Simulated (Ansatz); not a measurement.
# W6Cl in Ansatz: a series of runs

Aim: see how the results for W6Cl move with the level of theory and the settings. Levels: LDA, PBE. Tasks: relaxation of the atoms.

Everything below comes from runs of Ansatz 0.2.0. Logs are shortened: lines on timing, memory, paths and dates and some standing lists are left out, and cuts for length are marked.

### 1 The cell of the first run

The cell holds a slab with vacuum, 14 atoms: a = 5.533 Å, b = 5.533 Å, c = 22.518 Å, α = 90.00°, β = 90.00°, γ = 109.47°.

### 2 Relaxation of the atoms, LDA

The input, input.yaml:

```yaml
crystal:
  lattice:
    - [5.5332095099, 0.0, 0.0]
    - [-1.84440317, 5.2167599549, 0.0]
    - [0.0, 0.0, 22.5178466464]
  atoms:
    - { symbol: W, position: [0.25, 0.25, 0.355273758] }
    - { symbol: W, position: [0.25, 0.75, 0.355273758] }
    - { symbol: W, position: [0.75, 0.25, 0.355273758] }
    - { symbol: W, position: [0.75, 0.75, 0.355273758] }
    - { symbol: W, position: [0.5, 0.5, 0.4555907803] }
    - { symbol: W, position: [0.5, 0.0, 0.4555907803] }
    - { symbol: W, position: [0.0, 0.5, 0.4555907803] }
    - { symbol: W, position: [0.0, 0.0, 0.4555907803] }
    - { symbol: W, position: [0.75, 0.75, 0.5559078025] }
    - { symbol: W, position: [0.75, 0.25, 0.5559078025] }
    - { symbol: W, position: [0.25, 0.75, 0.5559078025] }
    - { symbol: W, position: [0.25, 0.25, 0.5559078025] }
    - { symbol: Cl, position: [0.9166666667, 0.5833333333, 0.6882472774] }
    - { symbol: Cl, position: [1.1639977299, 0.3900454491, 0.6882472774] }
hamiltonian:
  xc: lda
  pseudopotentials: { kind: paw }
kpoints:
  mp_grid: { grid: [5, 5, 1] }
scf:
  occupations: { method: fermi_dirac, width: 0.05 }
output:
  forces: true
  eigenvalues: true
relax:
  f_tol: 0.02
  max_steps: 40
  constraints: [{ sites: [0, 1, 2, 3] }]
efield:
  axis: 3
  dipole_correction: true
  ramp_width: 0.04
```

Potentials or basis: Ansatz PAW.

Launch:

```
$ ansatz run input.yaml --threads 4 --pin off --max-ram 11264MiB --backend cpu --events-out ev --progress --plain --runs-dir out
```

Standard output:

```text
Warning: RAYON_NUM_THREADS=4 ignored (pool sized by the plan → 4); use --threads N
Engine: ansatz 0.2.0, aarch64-unknown-linux-gnu
Pseudopotentials: kind: paw
Pseudopotential: W, paw, valence charge 14, recommended cutoff 420 eV (normal), W.paw.azcp
Pseudopotential: Cl, paw, valence charge 7, recommended cutoff 420 eV (normal), Cl.paw.azcp
Functional definition: SPW92
  exchange = slater_x
  correlation = pw_c
Crystal: 14 atoms, lattice volume = 649.987 Å³
Basis set: ecut = 420 eV, 12679 PW (Γ)
Bands: 110, of which v1, the nominal top of the filled ones, is band 91 counted from 1 (90 counted from 0)
Symmetry: 1 space group operations
Space group: P1 (ITA 1), of the structure as read, at distance tolerance 8.7e-5 Å
k-points: 13 of 25 (time reversal used)
Non-local potential: W, projectors of the file, l = 0: 3, l = 1: 2, l = 2: 2, l = 3: 1
Non-local potential: Cl, projectors of the file, l = 0: 2, l = 1: 2, l = 2: 2
PAW form: soft (Blöchl's): semilocal exchange-correlation on the pseudo side does not see the compensation charge
PAW frozen core: W, regenerated for the run's functional, and the local potential with it (the file was generated under x = pbe(κ = 0.804, μ = 0.2195149727645171), c = pbe(β = 0.06672455060314922))
PAW frozen core: Cl, regenerated for the run's functional, and the local potential with it (the file was generated under x = pbe(κ = 0.804, μ = 0.2195149727645171), c = pbe(β = 0.06672455060314922))
PAW one-centre angular grid: W, 590 points (default); XC on 64 Gauss nodes
PAW one-centre angular grid: Cl, 110 points (default); XC on 64 Gauss nodes
Initial density: superposition of atomic densities (neutral atoms: chi_scale 0, normalization atom), corrected by the library's trained network
Initial wavefunctions: pseudopotential atomic-orbital guess
Functional: x = slater, c = lda
SCF iter   1: F=—  HF=-123631.816032 eV  |F-HF|=—  |Δ(HF+E_count)|=         —  Δρ=1.04e-2  dr2=5.02e0  ethr=1.77e-3  p=0.067 e·Å  D=1.87e-2 V/Å  ΔV_dip=-0.42 eV  dr2_dipole=7.19e-3  V_vac-E_F(+/−)=5.15/5.57 eV  ⟨swp⟩=9.8  Hψ=7202  notcnv=0  defer=7
efield: sawtooth ramp at fractional position 0.0018 (placed from the atoms, in the widest stretch of the axis that holds none; the zero of the levels goes with the place), width 0.0400; the density the first Hamiltonian is built on has a dipole p = 0.067 e·Å; the dipole correction subtracts the counter field D = 1.87e-2 V/Å, which shifts the + side's vacuum level by -0.42 eV against the − side's; the planar-averaged density in the ramp window peaks in size at 1.8e-5 e/Å³
preconditioner: auto → LDOS  [metal: Δε(μ)=0.008 eV  Ē_g=4.995 eV  σ=0.050 eV  W_gap=0.04  n_scr=106 (ndim 8)  ℏωp=13.5 eV  f_vac=0.544  D(μ)=15.20/eV (n_scr^D=90)  β→1.0]
SCF iter   2: F=—  HF=-123631.508281 eV  |F-HF|=—  |Δ(HF+E_count)|=   3.08e-1  Δρ=4.91e-3  dr2=7.96e-1  ethr=1.77e-3  p=0.047 e·Å  D=1.31e-2 V/Å  ΔV_dip=-0.29 eV  dr2_dipole=2.97e-1  V_vac-E_F(+/−)=5.02/5.31 eV  ⟨swp⟩=3.1  Hψ=1982  notcnv=0  defer=34
SCF iter   3: F=—  HF=-123631.478646 eV  |F-HF|=—  |Δ(HF+E_count)|=   2.96e-2  Δρ=9.73e-4  dr2=3.23e-2  ethr=4.37e-4  p=0.028 e·Å  D=7.91e-3 V/Å  ΔV_dip=-0.18 eV  dr2_dipole=2.08e-3  V_vac-E_F(+/−)=5.09/5.27 eV  ⟨swp⟩=2.2  Hψ=1817  notcnv=0  defer=54
SCF iter   4: F=—  HF=-123631.478463 eV  |F-HF|=—  |Δ(HF+E_count)|=   1.84e-4  Δρ=3.04e-4  dr2=1.70e-3  ethr=1.77e-5  p=0.028 e·Å  D=7.71e-3 V/Å  ΔV_dip=-0.17 eV  dr2_dipole=1.94e-4  V_vac-E_F(+/−)=5.06/5.24 eV  ⟨swp⟩=1.9  Hψ=1672  notcnv=0  defer=58
SCF iter   5: F=—  HF=-123631.478062 eV  |F-HF|=—  |Δ(HF+E_count)|=   4.01e-4  Δρ=1.04e-4  dr2=3.50e-4  ethr=9.36e-7  p=0.025 e·Å  D=7.07e-3 V/Å  ΔV_dip=-0.16 eV  dr2_dipole=1.50e-4  V_vac-E_F(+/−)=5.06/5.22 eV  ⟨swp⟩=2.5  Hψ=2069  notcnv=0  defer=58
SCF iter   6: F=—  HF=-123631.478065 eV  |F-HF|=—  |Δ(HF+E_count)|=   3.04e-6  Δρ=4.83e-5  dr2=3.57e-5  ethr=1.92e-7  p=0.025 e·Å  D=6.87e-3 V/Å  ΔV_dip=-0.15 eV  dr2_dipole=4.88e-6  V_vac-E_F(+/−)=5.06/5.22 eV  ⟨swp⟩=2.0  Hψ=1832  notcnv=0  defer=58
[... 179 lines left out ...]
  E_paw        = -100967.297794  (= ΣΔE_a)
  E_vpaw       = -1559.342934  (= ΣTr[D̂ρ^β])
  E_aug_tail   = -0.000545  (compensation charges beyond the density's cutoff)
  E_efield     = 0.000071  (sawtooth field / dipole correction)
  E_vefield    = -1.497666  (∫n·V_field dr)
  E_ewald      = 73390.662483
  E_core_change = 3.778819  (= ΣΔE_core)
  E_smearing   = -0.081454  (= −TS)
  E_closure    = 0.000000  (closes the sum)
  Σ components = -123637.611338   (vs F -123637.611338, Δ=0.00e0)
--- Forces (eV/Å), atoms counted from 1 ---
  atom   1  W     -0.15158943     0.10674556     0.00926480
  atom   2  W     -0.00394366     0.05896167    -0.05719773
  atom   3  W     -0.05615316    -0.01531156    -0.05760341
  atom   4  W      0.22613017    -0.16039060     0.10052872
  atom   5  W     -0.00304334     0.00173467     0.00279517
  atom   6  W     -0.00540070     0.00418530     0.00237458
  atom   7  W     -0.00120953     0.00193063     0.00443581
  atom   8  W     -0.00250827     0.00153207    -0.00065879
  atom   9  W     -0.00354829     0.00144781    -0.00175934
  atom  10  W      0.00089352    -0.00371605    -0.00196793
  atom  11  W     -0.00737852    -0.00278081     0.00048029
  atom  12  W      0.00585764     0.00533948     0.00215439
  atom  13  Cl     0.00081510     0.00107459    -0.00212111
  atom  14  Cl     0.00113890    -0.00078195    -0.00133642
  max |Σ_I F_I| component: 6.11e-4 eV/Å
--- Band table (eV; the first three rows and the last of 13) ---
  k-point 0: bands = ["-70.5114", "-70.4407", "-70.3599", "-70.3541", "-70.3482", "-70.3387", "-70.3081", "-70.2199", "-70.1892", "-70.1883", "-70.1562", "-70.1160", "-35.3794", "-35.3611", "-35.3319", "-35.2867", "-35.2442", "-35.1895", "-35.0543", "-34.9552", "-34.9549", "-34.9454", "-34.9208", "-34.8333", "-34.7970", "-34.6874", "-34.6360", "-34.5653", "-34.5247", "-34.5130", "-34.5073", "-34.4860", "-34.4303", "-34.3937", "-34.3440", "-34.1990", "-34.1762", "-34.1633", "-34.1561", "-34.1133", "-34.1075", "-34.0765", "-34.0480", "-33.9979", "-33.9440", "-33.9068", "-33.9024", "-33.8537", "-13.7792", "-11.8543", "-5.1670", "-3.5954", "-3.0005", "-2.9346", "-2.6388", "-2.3698", "-2.1983", "-2.1646", "-1.9828", "-1.7527", "-1.5710", "-1.4313", "-1.3192", "-1.1244", "-0.5923", "-0.5690", "-0.2195", "-0.1855", "-0.0556", "0.1697", "0.4376", "0.4472", "0.5753", "0.6575", "0.7058", "1.0232", "1.3163", "1.3578", "1.4806", "2.0931", "2.1231", "2.3717", "2.3808", "2.6647", "2.6961", "3.4252", "3.4457", "3.7922", "4.0593", "4.3026", "4.4216", "4.9372", "4.9554", "5.1695", "5.2005", "5.2909", "5.3365", "5.4799", "5.5108", "5.5942", "5.6137", "5.6170", "5.6753", "5.7225", "5.7716", "5.9792", "5.9969", "6.0787", "6.2451", "6.4424"]
  k-point 1: bands = ["-70.5084", "-70.4353", "-70.3694", "-70.3554", "-70.3496", "-70.3318", "-70.3096", "-70.2162", "-70.1904", "-70.1887", "-70.1551", "-70.1209", "-35.3415", "-35.3150", "-35.2819", "-35.2467", "-35.2121", "-35.1553", "-35.0346", "-34.9743", "-34.9464", "-34.9312", "-34.8753", "-34.8442", "-34.7544", "-34.7029", "-34.6828", "-34.5967", "-34.5590", "-34.5310", "-34.5067", "-34.4568", "-34.4023", "-34.3532", "-34.3239", "-34.2743", "-34.2182", "-34.1942", "-34.1746", "-34.1439", "-34.1175", "-34.0959", "-34.0429", "-34.0131", "-33.9789", "-33.9591", "-33.9046", "-33.8883", "-13.7670", "-11.8631", "-4.8526", "-3.4215", "-2.9740", "-2.8656", "-2.3991", "-2.2306", "-2.0633", "-1.9226", "-1.7132", "-1.5807", "-1.4331", "-1.3064", "-1.1893", "-1.0391", "-0.4947", "-0.3674", "-0.2505", "-0.0039", "0.0253", "0.2310", "0.4874", "0.5325", "0.6198", "0.7159", "0.8075", "0.9701", "1.3032", "1.3743", "1.4965", "1.7145", "1.7691", "1.9638", "2.2857", "2.6520", "2.9581", "3.0151", "3.2304", "3.3960", "3.5464", "3.8286", "3.9258", "4.0777", "4.4376", "4.6414", "4.8189", "5.0958", "5.1904", "5.2367", "5.3187", "5.4341", "5.5381", "5.6150", "5.6865", "5.7900", "5.8434", "6.0109", "6.1041", "6.1721", "6.3445", "6.4704"]
  k-point 2: bands = ["-70.5034", "-70.4205", "-70.3913", "-70.3549", "-70.3497", "-70.3241", "-70.3133", "-70.2073", "-70.1952", "-70.1905", "-70.1476", "-70.1334", "-35.2648", "-35.2354", "-35.1872", "-35.1590", "-35.1290", "-35.1023", "-35.0690", "-34.9895", "-34.9522", "-34.9193", "-34.8342", "-34.7860", "-34.7404", "-34.6812", "-34.6676", "-34.6486", "-34.5952", "-34.5071", "-34.4930", "-34.4663", "-34.4331", "-34.3805", "-34.3391", "-34.3271", "-34.2665", "-34.2330", "-34.2116", "-34.1872", "-34.1652", "-34.1198", "-34.0964", "-34.0640", "-34.0500", "-33.9947", "-33.9090", "-33.9064", "-13.7472", "-11.8777", "-4.0584", "-3.2823", "-2.9618", "-2.7483", "-2.5583", "-1.8802", "-1.4588", "-1.3108", "-1.2210", "-1.1299", "-1.0569", "-1.0226", "-0.8828", "-0.7988", "-0.5264", "-0.2974", "-0.1452", "0.1111", "0.2749", "0.3490", "0.4085", "0.5139", "0.6691", "0.7366", "0.8347", "0.9828", "1.2821", "1.3136", "1.5102", "1.5594", "1.7704", "1.8733", "1.9645", "2.2564", "2.3693", "2.4833", "2.5709", "2.7198", "3.0342", "3.2266", "3.4325", "3.7362", "3.9688", "4.0505", "4.2133", "4.4839", "4.7044", "4.9355", "5.0188", "5.0996", "5.1859", "5.3001", "5.5348", "5.5783", "5.6723", "5.7339", "5.8459", "5.8783", "6.0687", "6.2038"]
  k-point 12: bands = ["-70.5022", "-70.4222", "-70.3773", "-70.3620", "-70.3448", "-70.3318", "-70.3150", "-70.2047", "-70.1921", "-70.1911", "-70.1517", "-70.1364", "-35.2585", "-35.2318", "-35.1731", "-35.1522", "-35.1086", "-35.0800", "-35.0344", "-34.9522", "-34.8969", "-34.8439", "-34.8092", "-34.7644", "-34.7141", "-34.6803", "-34.6532", "-34.6066", "-34.5696", "-34.5365", "-34.5151", "-34.4942", "-34.4461", "-34.4322", "-34.3570", "-34.3294", "-34.2884", "-34.2533", "-34.2423", "-34.1972", "-34.1803", "-34.1424", "-34.1136", "-34.0712", "-34.0476", "-34.0425", "-33.9730", "-33.9592", "-13.7429", "-11.8776", "-4.0983", "-3.1143", "-2.9194", "-2.7947", "-2.2296", "-1.9191", "-1.5790", "-1.3923", "-1.2736", "-1.1035", "-1.0715", "-0.9531", "-0.9312", "-0.7193", "-0.3867", "-0.2118", "-0.1003", "0.1772", "0.3106", "0.5236", "0.5594", "0.6241", "0.7640", "0.8375", "0.9371", "1.0091", "1.4449", "1.5632", "1.6633", "1.7602", "1.9522", "2.1301", "2.1889", "2.2858", "2.5622", "2.5792", "2.8144", "3.0290", "3.0809", "3.2394", "3.4549", "3.4841", "3.7313", "3.8760", "4.1044", "4.2248", "4.3002", "4.3618", "4.5165", "4.7448", "4.9645", "5.1930", "5.4668", "5.5438", "5.6719", "5.8675", "5.9728", "6.1549", "6.2070", "6.3243"]
--- Relaxed structure (16 steps of the walk, 16 accepted, 0 SCFs on fresh bases) ---
  F+E_penalty+E_count = -123637.61133821 eV   max|allowed force component| = 7.379e-3 eV/Å
  atoms:
    - { symbol: W, position: [0.24999999999999997, 0.25, 0.355273758] }
    - { symbol: W, position: [0.25, 0.75, 0.355273758] }
    - { symbol: W, position: [0.7499999999999999, 0.25, 0.355273758] }
    - { symbol: W, position: [0.75, 0.75, 0.355273758] }
    - { symbol: W, position: [0.5024124518848484, 0.5001541718289446, 0.4484901652822692] }
    - { symbol: W, position: [0.4991486051903543, 0.0008523250310583725, 0.44705316372735127] }
    - { symbol: W, position: [0.0030343586865509975, 0.49695528351488716, 0.4492687521930873] }
    - { symbol: W, position: [-0.00018145440848286966, -0.0024335030886854267, 0.44849453992317956] }
    - { symbol: W, position: [0.7360985387209145, 0.7639186894114571, 0.5420162693747375] }
    - { symbol: W, position: [0.7557584657282117, 0.2441311522990465, 0.5421047255626618] }
    - { symbol: W, position: [0.25607821011483134, 0.7442986440786832, 0.5421007269125621] }
    - { symbol: W, position: [0.2637859484704874, 0.23596359520637997, 0.549556918036127] }
    - { symbol: Cl, position: [0.9166488971565189, 0.583336094292273, 0.620409310962606] }
    - { symbol: Cl, position: [1.265592251102327, 0.23440799160760195, 0.6508734005760957] }
```

Run time: 7.5 min. Hardware: 4 threads of Arm Neoverse V2, shared host; peak memory 1.9 GiB.

Results:

* Free energy: -123637.6113 eV
* Energy gained by relaxing: 438.1 meV/atom
* Ionic steps: 16
* Largest force after relaxing: 0.295 eV/Å
* Band gap on the k mesh: none (metal or under the smearing width)
* Work function of the upper face: 5.22 eV
* Work function of the lower face: 5.07 eV
* Dipole across the slab: -0.023 e·Å

Forces on the atoms (eV/Å):
```
W   -0.152  0.107  0.009
W   -0.004  0.059 -0.057
W   -0.056 -0.015 -0.058
W    0.226 -0.160  0.101
W   -0.003  0.002  0.003
W   -0.005  0.004  0.002
W   -0.001  0.002  0.004
W   -0.003  0.002 -0.001
W   -0.004  0.001 -0.002
W    0.001 -0.004 -0.002
W   -0.007 -0.003  0.000
W    0.006  0.005  0.002
Cl   0.001  0.001 -0.002
Cl   0.001 -0.001 -0.001
```

Step by step:
| step | energy change (eV) | largest force (eV/Å) |
| --- | --- | --- |
| 1 | 0.0000 | 2.2810 |
| 2 | -0.7242 | 1.4508 |
| 3 | -1.1398 | 1.9991 |
| 4 | -1.6814 | 2.9365 |
| 5 | -2.5593 | 3.6311 |
| 6 | -3.7709 | 2.9799 |
| 7 | -4.6103 | 2.4793 |
| 8 | -5.1071 | 1.6533 |
| 9 | -5.4343 | 1.3185 |
| 10 | -5.7741 | 0.9238 |
| 11 | -6.0045 | 0.4981 |
| 12 | -6.0760 | 0.5656 |
| 13 | -6.1236 | 0.2865 |
| 14 | -6.1293 | 0.3236 |
| 15 | -6.1331 | 0.2841 |
| 16 | -6.1333 | 0.2949 |

Final structure:
```cif
data_structure
_symmetry_space_group_name_H-M 'P 1'
_symmetry_Int_Tables_number 1
_cell_length_a 5.5332
_cell_length_b 5.5332
_cell_length_c 22.5178
_cell_angle_alpha 90.000
_cell_angle_beta 90.000
_cell_angle_gamma 109.471
_cell_volume 649.99
loop_
_atom_site_label
_atom_site_type_symbol
_atom_site_fract_x
_atom_site_fract_y
_atom_site_fract_z
_atom_site_occupancy
W1 W 0.25000 0.25000 0.35527 1
W2 W 0.25000 0.75000 0.35527 1
W3 W 0.75000 0.25000 0.35527 1
W4 W 0.75000 0.75000 0.35527 1
W5 W 0.50241 0.50015 0.44849 1
W6 W 0.49915 0.00085 0.44705 1
W7 W 0.00303 0.49696 0.44927 1
W8 W 0.99982 0.99757 0.44849 1
W9 W 0.73610 0.76392 0.54202 1
W10 W 0.75576 0.24413 0.54210 1
W11 W 0.25608 0.74430 0.54210 1
W12 W 0.26379 0.23596 0.54956 1
Cl1 Cl 0.91665 0.58334 0.62041 1
Cl2 Cl 0.26559 0.23441 0.65087 1
```

Caveat: the PAW data sets come from PBE, with cores solved anew for the run's functional, which leaves a small shift of forces and pressure. The run has no spin-orbit coupling, so splittings on W are missing.

### 3 Relaxation of the atoms, PBE

input.yaml: that of step 2 with these lines changed.

```diff
@@ -21,3 +21,3 @@
 hamiltonian:
-  xc: lda
+  xc: pbe
   pseudopotentials: { kind: paw }
```

Potentials or basis: Ansatz PAW.

Launch:

```
$ ansatz run input.yaml --threads 4 --pin off --max-ram 11264MiB --backend cpu --events-out ev --progress --plain --runs-dir out
```

Standard output:

```text
Warning: RAYON_NUM_THREADS=4 ignored (pool sized by the plan → 4); use --threads N
[... 4 set-up lines as earlier in the session ...]
Functional definition: PBE
  parameter kappa = 0.804
  parameter beta = 0.06672455060314922
[... 235 lines left out ...]
--- Relaxed structure (16 steps of the walk, 16 accepted, 0 SCFs on fresh bases) ---
  F+E_penalty+E_count = -126769.44558496 eV   max|allowed force component| = 5.543e-3 eV/Å
  atoms:
    - { symbol: W, position: [0.24999999999999997, 0.25, 0.355273758] }
    - { symbol: W, position: [0.25, 0.75, 0.355273758] }
    - { symbol: W, position: [0.7499999999999999, 0.25, 0.355273758] }
    - { symbol: W, position: [0.75, 0.75, 0.355273758] }
    - { symbol: W, position: [0.5018759474003331, 0.5000946550102443, 0.4514585433964644] }
    - { symbol: W, position: [0.4987572572928212, 0.0012445648442313073, 0.4507268943428262] }
    - { symbol: W, position: [0.0029576838805622507, 0.49703632109305984, 0.4522507522802705] }
    - { symbol: W, position: [-0.0001034870316192287, -0.0018958337647087245, 0.45145807709757974] }
    - { symbol: W, position: [0.737878179849913, 0.7620861298414386, 0.547738424835142] }
    - { symbol: W, position: [0.7591389013070664, 0.24504208418542517, 0.5475786147438109] }
    - { symbol: W, position: [0.2550051014550496, 0.7408963306493304, 0.5475775904051526] }
    - { symbol: W, position: [0.2619056994197145, 0.23801020014638605, 0.5569814672509655] }
    - { symbol: Cl, position: [0.9155286530507962, 0.5844591097411865, 0.6299799392412688] }
    - { symbol: Cl, position: [1.2745384249445453, 0.2253067753100903, 0.6598081372570364] }
```

Wall time 7.7 min (4 threads of Arm Neoverse V2, shared host); peak memory 2 GiB.

What came out:

```yaml
Free_energy: -126769.4456 eV
Energy_gained_by_relaxing: 361.3 meV/atom
Ionic_steps: 16
Largest_force_after_relaxing: 0.249 eV/Å
Band_gap_on_the_k_mesh: none (metal or under the smearing width)
Work_function_of_the_upper_face: 5.06 eV
Work_function_of_the_lower_face: 4.87 eV
Dipole_across_the_slab: -0.031 e·Å
```

Forces in eV/Å, atoms in the order of the input:
```
W   -0.107  0.076  0.002
W    0.005  0.074 -0.060
W   -0.068 -0.029 -0.060
W    0.180 -0.127  0.115
W    0.000  0.001  0.000
W   -0.003  0.002 -0.002
W   -0.002  0.002  0.001
W   -0.002  0.000  0.000
W    0.002  0.000  0.005
W   -0.006 -0.001  0.000
W   -0.004  0.003  0.000
W    0.004  0.000 -0.002
Cl  -0.001  0.001 -0.001
Cl   0.000  0.000  0.000
```

The path:
| step | energy change (eV) | largest force (eV/Å) |
| --- | --- | --- |
| 1 | 0.0000 | 2.6472 |
| 2 | -0.4494 | 1.5115 |
| 3 | -0.7339 | 2.2506 |
| 4 | -1.2929 | 3.1711 |
| 5 | -2.2756 | 3.4727 |
| 6 | -3.3549 | 2.4404 |
| 7 | -3.9250 | 2.0295 |
| 8 | -4.3374 | 1.1441 |
| 9 | -4.5758 | 0.8185 |
| 10 | -4.8330 | 0.6551 |
| 11 | -4.9877 | 0.2622 |
| 12 | -5.0299 | 0.4149 |
| 13 | -5.0511 | 0.2677 |
| 14 | -5.0549 | 0.2413 |
| 15 | -5.0580 | 0.2452 |
| 16 | -5.0582 | 0.2486 |

Final structure:
```yaml
crystal:
  lattice:
    - [5.53321, 0.00000, 0.00000]
    - [-1.84440, 5.21676, 0.00000]
    - [0.00000, 0.00000, 22.51785]
  atoms:
    - { symbol: W, position: [0.25000, 0.25000, 0.35527] }
    - { symbol: W, position: [0.25000, 0.75000, 0.35527] }
    - { symbol: W, position: [0.75000, 0.25000, 0.35527] }
    - { symbol: W, position: [0.75000, 0.75000, 0.35527] }
    - { symbol: W, position: [0.50188, 0.50009, 0.45146] }
    - { symbol: W, position: [0.49876, 0.00124, 0.45073] }
    - { symbol: W, position: [0.00296, 0.49704, 0.45225] }
    - { symbol: W, position: [0.99990, 0.99810, 0.45146] }
    - { symbol: W, position: [0.73788, 0.76209, 0.54774] }
    - { symbol: W, position: [0.75914, 0.24504, 0.54758] }
    - { symbol: W, position: [0.25501, 0.74090, 0.54758] }
    - { symbol: W, position: [0.26191, 0.23801, 0.55698] }
    - { symbol: Cl, position: [0.91553, 0.58446, 0.62998] }
    - { symbol: Cl, position: [0.27454, 0.22531, 0.65981] }
```

The run has no spin-orbit coupling, so splittings on W are missing.
